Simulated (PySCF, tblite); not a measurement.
# C₇H₆BN₃: excited states

Wanted: excited states for C₇H₆BN₃ (`B1C=CC=C1c1ncncn1`).

Programs: tblite 0.8.0 and PySCF 2.14.0, with routines of our own; each step states its level. All values are computed. Atoms count from 0.

## 1. The starting structure

17 atoms, charge 0, multiplicity 1; geometry from: force field or distance geometry start.

## 2. Optimising the geometry with GFN2-xTB

Job settings and geometry (Å):

```
{"job": {"kind": "relax", "xc": "GFN2-xTB", "basis": "xTB"}, "charge": 0, "multiplicity": 1}
B      1.492900    -1.266100    -0.377100
C      2.925300    -0.705400    -0.457800
C      2.896100     0.565600    -0.097000
C      1.519200     0.996600     0.210600
C      0.667200    -0.023800     0.086100
C     -0.789100     0.038500     0.312900
N     -1.549900    -1.065600     0.132700
C     -2.882600    -1.011400     0.357800
N     -3.461400     0.142000     0.752100
C     -2.709700     1.252500     0.935500
N     -1.370400     1.198900     0.712100
H      1.097200    -2.358900    -0.607600
H      3.820500    -1.247200    -0.717600
H      3.758200     1.214300    -0.062400
H      1.241400     1.998100     0.529700
H     -3.497600    -1.898800     0.222100
H     -3.164400     2.182800     1.251100
```

Started as:

```bash
> OMP_NUM_THREADS=1 python excited_run.py task.json out
```

This one command runs all jobs of the session in turn.

The program printed:

```text
step      E/eV     max force
  0    -760.56413    3.684
  1    -760.83328    1.370
  2    -760.91093    1.081
  3    -760.96920    0.395
  4    -760.97909    0.394
  5    -760.98689    0.289
  6    -760.99416    0.248
  7    -760.99872    0.149
  8    -761.00216    0.139
  9    -761.00451    0.109
 10    -761.00575    0.091
 11    -761.00634    0.072
 12    -761.00673    0.067
 13    -761.00713    0.063
 14    -761.00762    0.092
 15    -761.00808    0.079
 16    -761.00836    0.043
 17    -761.00849    0.043
 18    -761.00861    0.039
 19    -761.00880    0.048
 20    -761.00911    0.057
 21    -761.00945    0.040
 22    -761.00970    0.038
 23    -761.00990    0.034
 24    -761.01015    0.058
 25    -761.01052    0.070
 26    -761.01092    0.057
 27    -761.01122    0.033
 28    -761.01141    0.037
 29    -761.01154    0.037
 30    -761.01164    0.022
 31    -761.01169    0.013
 32    -761.01172    0.011
 33    -761.01174    0.013
 34    -761.01176    0.013
 35    -761.01178    0.009
```

Run time: 0.26 s. Hardware: 1 thread of Arm Neoverse V1, shared host.

The steps of the relaxation: (not every step is listed)

| step | energy from step 0 (eV) | largest force (eV/Å) |
| --- | --- | --- |
| 0 | 0.0000 | 3.6841 |
| 1 | -0.2691 | 1.3696 |
| 2 | -0.3468 | 1.0812 |
| 3 | -0.4051 | 0.3947 |
| 4 | -0.4150 | 0.3940 |
| 5 | -0.4228 | 0.2888 |
| 6 | -0.4300 | 0.2477 |
| 7 | -0.4346 | 0.1492 |
| 8 | -0.4380 | 0.1389 |
| 10 | -0.4416 | 0.0907 |
| 12 | -0.4426 | 0.0669 |
| 14 | -0.4435 | 0.0916 |
| 16 | -0.4442 | 0.0428 |
| 18 | -0.4445 | 0.0391 |
| 20 | -0.4450 | 0.0568 |
| 22 | -0.4456 | 0.0378 |
| 24 | -0.4460 | 0.0580 |
| 26 | -0.4468 | 0.0572 |
| 28 | -0.4473 | 0.0373 |
| 30 | -0.4475 | 0.0225 |
| 31 | -0.4476 | 0.0127 |
| 32 | -0.4476 | 0.0109 |
| 33 | -0.4476 | 0.0134 |
| 34 | -0.4476 | 0.0130 |
| 35 | -0.4477 | 0.0088 |

Close pairs (by a distance rule), those that changed most:

| bond | before (Å) | after (Å) | change (Å) |
| --- | --- | --- | --- |
| C9–N10 | 1.359 | 1.313 | -0.045 |
| N6–C7 | 1.353 | 1.315 | -0.038 |
| B0–C1 | 1.540 | 1.574 | +0.034 |
| C4–C5 | 1.475 | 1.442 | -0.033 |
| N8–C9 | 1.353 | 1.326 | -0.028 |
| B0–C4 | 1.562 | 1.587 | +0.025 |
| C7–N8 | 1.349 | 1.325 | -0.024 |
| B0–H11 | 1.185 | 1.161 | -0.024 |

The end geometry stands in the next job.

## 3. Infrared spectrum with GFN2-xTB

Job settings and geometry (Å):

```
{"job": {"kind": "ir", "xc": "GFN2-xTB", "basis": "xTB"}, "charge": 0, "multiplicity": 1}
B      1.474010    -1.323573    -0.389214
C      2.924272    -0.713327    -0.447288
C      2.841568     0.577745    -0.092916
C      1.457373     0.965832     0.221266
C      0.608431    -0.076822     0.073550
C     -0.809758     0.018152     0.315231
N     -1.556236    -1.079564     0.137476
C     -2.842064    -0.937409     0.371428
N     -3.441216     0.178774     0.759871
C     -2.620739     1.209524     0.907835
N     -1.323093     1.195441     0.705491
H      1.118931    -2.403902    -0.623888
H      3.856728    -1.183960    -0.713814
H      3.652956     1.285772    -0.028182
H      1.182336     1.962055     0.526815
H     -3.469328    -1.810794     0.234913
H     -3.061169     2.148085     1.224795
```

The program printed:

```text
mode    cm-1     km/mol
  1      43.6      0.66
  2      71.1      0.01
  3      95.5      0.68
  4     124.8      0.33
  5     227.9      0.65
  6     279.1      0.01
  7     339.2      1.22
  8     367.3      0.53
  9     428.5      2.83
 10     495.9      4.98
 11     651.9     20.86
 12     660.7     19.84
 13     664.0     21.65
 14     701.2      0.89
 15     778.2     54.29
 16     783.8      4.19
 17     785.0    147.40
 18     852.1     10.30
 19     866.4      0.26
 20     881.9      0.60
 21     910.5      0.24
 22     939.7      0.01
 23     966.2      6.64
 24    1035.3     23.86
 25    1046.8     32.29
 26    1074.9      2.39
 27    1106.6      2.66
 28    1153.2      1.96
 29    1160.6      0.38
 30    1198.5      0.08
 31    1238.0      1.17
 32    1282.5     15.87
 33    1313.9      1.22
 34    1356.7      0.80
 35    1405.3    191.49
 36    1499.8    206.09
 37    1537.1    517.55
 38    1576.0    172.88
 39    1596.8      0.33
 40    2733.7     78.17
 41    3036.9     40.15
 42    3039.7     28.17
 43    3087.8     25.77
 44    3107.7     59.55
 45    3111.2     15.11
```

It took 0.67 s on 1 thread of Arm Neoverse V1, shared host.

Which atoms move in the most intense modes:

| cm⁻¹ | km/mol | atoms |
| --- | --- | --- |
| 778 | 54.3 | C5 41 %, N6 14 %, N10 13 % |
| 785 | 147.4 | H12 27 %, H13 19 %, B0 14 %, H14 13 % |
| 1405 | 191.5 | C5 48 %, C4 14 %, N6 11 % |
| 1500 | 206.1 | C5 31 %, N8 20 %, C7 17 % |
| 1537 | 517.5 | C4 25 %, C3 17 %, C9 14 %, C1 12 % |
| 1576 | 172.9 | C9 18 %, C7 18 %, C2 17 %, C1 16 % |
| 2734 | 78.2 | H11 91 % |
| 3108 | 59.5 | H12 59 %, H14 28 % |

## 4. Excited states: TDA LC-wPBE/def2-SVP

The job, as its differences from that of step 3:

```diff
@@ -1,2 +1,2 @@
-{"job": {"kind": "ir", "xc": "GFN2-xTB", "basis": "xTB"}, "charge": 0, "multiplicity": 1}
+{"job": {"kind": "states", "xc": "LC-wPBE", "basis": "def2-SVP", "tda": true, "soc": true, "nstates": 6, "ntriplets": 6, "nquad": 4}, "charge": 0, "multiplicity": 1}
 B      1.474010    -1.323573    -0.389214
```

Level: TDA LC-wPBE/def2-SVP excited states, vertical, gas phase, spin-orbit mean-field couplings.

The program printed:

```text
coarse grid: 15600 points
cycle   1  E = -458.5362158241  dE =  2.832e+00  |g| = 6.690e-01  |ddm| = 5.047e+00
cycle   2  E = -458.5924847005  dE = -5.627e-02  |g| = 5.645e-01  |ddm| = 1.479e+00
cycle   3  E = -458.6541169947  dE = -6.163e-02  |g| = 5.614e-02  |ddm| = 6.145e-01
cycle   4  E = -458.6553260382  dE = -1.209e-03  |g| = 3.271e-02  |ddm| = 1.371e-01
cycle   5  E = -458.6556183056  dE = -2.923e-04  |g| = 1.099e-02  |ddm| = 5.276e-02
cycle   6  E = -458.6556587398  dE = -4.043e-05  |g| = 4.286e-03  |ddm| = 1.739e-02
cycle   7  E = -458.6556682343  dE = -9.494e-06  |g| = 1.814e-03  |ddm| = 9.170e-03
final grid: 154872 points
cycle   8  E = -458.7251837214  dE = -3.579e-05  |g| = 4.596e-03  |ddm| = 2.630e-02
cycle   9  E = -458.7251873922  dE = -3.671e-06  |g| = 3.574e-03  |ddm| = 8.152e-03
cycle  10  E = -458.7251896012  dE = -2.209e-06  |g| = 4.455e-04  |ddm| = 3.189e-03
cycle  11  E = -458.7251896575  dE = -5.631e-08  |g| = 2.017e-04  |ddm| = 8.463e-04
cycle  12  E = -458.7251896722  dE = -1.465e-08  |g| = 6.629e-05  |ddm| = 3.585e-04
cycle  13  E = -458.7251896741  dE = -1.891e-09  |g| = 2.671e-05  |ddm| = 1.267e-04
cycle  14  E = -458.7251896747  dE = -5.878e-10  |g| = 1.075e-05  |ddm| = 7.987e-05
converged SCF energy = -458.7251896747

Singlet excitations
state   eV       nm        f     d(h-e)  d(exc)  Lambda  PR(NTO)  |dmu|/D   mu/D   main configurations
  1   2.6936   460.3   0.04908   0.452   2.692   0.727   1.027    1.533    2.760   H->L 0.92
  2   4.2968   288.6   0.00020   0.985   3.062   0.310   1.089    3.803    2.155   H-1->L 0.62, H-1->L+1 0.26
  3   4.4815   276.7   0.00067   0.430   2.574   0.496   1.193    0.913    1.214   H-5->L 0.73, H-2->L 0.12
  4   4.7503   261.0   0.00460   0.943   2.998   0.400   1.437    3.059    1.713   H-2->L 0.37, H-2->L+1 0.24, H-5->L 0.16
  5   4.9471   250.6   0.00010   0.528   2.485   0.505   1.499                     H-6->L 0.72
  6   5.0339   246.3   0.01008   0.661   2.430   0.513   1.043                     H-1->L+2 0.86, H-1->L+1 0.09

Triplet excitations (Tamm-Dancoff)
state   eV     d(h-e)  d(exc)  Lambda  PR(NTO)   main configurations
  1   1.2285   0.171   2.525   0.734   1.067   H->L 0.91
  2   3.6861   0.235   2.392   0.665   2.108   H-3->L 0.30, H->L+1 0.27, H-8->L 0.22
  3   3.8668   0.177   2.434   0.493   1.229   H-5->L 0.72, H-1->L 0.08
  4   4.0280   0.796   2.826   0.369   1.360   H-1->L 0.44, H-1->L+1 0.23, H-5->L 0.14
  5   4.1627   0.652   2.758   0.425   2.163   H-2->L 0.27, H-2->L+1 0.25, H-1->L+2 0.16
  6   4.3215   0.552   2.422   0.494   1.842   H-6->L 0.60, H-1->L+1 0.16
S1 - T1 = 1.4651 eV

Spin-orbit couplings |<S|Hso|T>| (cm-1)
             T1       T2       T3       T4       T5       T6
S0        0.015    0.010    6.011   14.028    4.480   12.876
S1        0.000    0.007    5.189    2.166    0.759    1.727
S2        5.223    5.393    4.233    1.139   13.434    3.883
S3        2.488    2.910    3.610    7.385    4.180    1.028
S4        0.886    1.071    3.454   14.175    0.986    4.403
S5        1.253    0.651    0.356    6.296    3.197    0.104
S6        0.188    0.728    0.752    1.298    0.673    2.643
T1 sublevels (cm-1): 0.000 0.000 0.000   radiative rates (1/s): 4.53e-07 3.89e-07 0.000369
```

Run time: 57 s. Hardware: 1 thread of Arm Neoverse V1, shared host; peak memory 0.83 GiB.

Key values:

| quantity | value |
| --- | --- |
| S1 less T1 | 1.47 eV |

## 5. What came out

| quantity | value |
| --- | --- |
| strongest single infrared mode (GFN2-xTB) | 1537 cm⁻¹, 518 km/mol |
| zero-point energy (GFN2-xTB) | 73.8 kcal/mol |
| S1 less T1 (step 4, TDA LC-wPBE/def2-SVP) | 1.47 eV |

**Reading.** All 45 modes are real, so the xTB geometry is a minimum. The strongest single mode, at 1537 cm⁻¹, is spread over several atoms, C4, C3, C9, C1 among them. Unscaled tight-binding wavenumbers are off by several per cent, some by more. Its intensities can rank the bands wrongly. In step 4, the number of triplets below S1 is 1, and the largest singlet-triplet spin-orbit coupling is S4–T4, 14.18 cm⁻¹.
